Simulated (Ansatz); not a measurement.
The system is WC.

```
W C
1.0
     1.64035   -2.11804    0.00000
     1.64035    2.11804    0.00000
     0.00000    0.00000    4.30942
W C
1 1
Cartesian
  1.6403 0.0000 2.1547
  0.0000 0.0000 0.0000
```

The cell was built by a generator and needn't be a form met in nature.

```yaml
Program: Ansatz 0.2.0
Task: relaxation of cell and atoms
Functional: HSE03
Potentials_or_basis: Ansatz PAW
Cutoff: "420 eV (not typed: the program's choice for these potentials)"
k_mesh: 5 × 5 × 3
Occupations: fermi-dirac, width 0.05 eV
Spin: no spin polarisation
```

At the start: volume 14.97 Å³/atom.

Task: How do energy, volume and symmetry change on relaxing?

Result: It ends after 16 steps and the volume is 11.19 Å³/atom (-25.3 %); space group Cmmm (No. 65, to 0.05 Å).

The path:
```tsv
step	energy change (eV)	largest force (eV/Å)	volume (Å³)
1	0.0000	0.0000	29.94
2	-0.8756	0.0000	27.67
3	-1.7277	0.0000	25.78
4	-2.4995	0.0000	24.20
5	-3.2051	0.0000	22.73
6	-3.6889	0.0000	21.66
7	-3.9829	0.0000	21.51
8	-4.2129	0.0000	21.43
9	-4.2391	0.0000	22.52
10	-4.2455	0.0000	22.27
11	-4.2456	0.0000	22.31
12	-4.2457	0.0000	22.32
13	-4.2499	0.0000	22.32
14	-4.2501	0.0000	22.37
15	-4.2501	0.0000	22.37
16	-4.2501	0.0000	22.37
```

Final structure:
```
W C
1.0
     1.51395   -2.49546    0.00000
     1.51395    2.49546    0.00000
     0.00000    0.00000    2.96078
W C
1 1
Cartesian
  1.5139 0.0000 1.4804
  0.0000 0.0000 0.0000
```

Caveat: the k mesh is coarse (spacing up to 0.49 Å⁻¹), so the values aren't converged, least of all with exact exchange; the volume moved by over 15 % at a fixed basis, so the end points are rough; the plane-wave basis is chosen anew once the cell has moved, so the energies of steps on either side of that aren't comparable; the PAW data sets come from PBE, with cores solved anew for the run's functional, which leaves a small shift of forces and pressure.
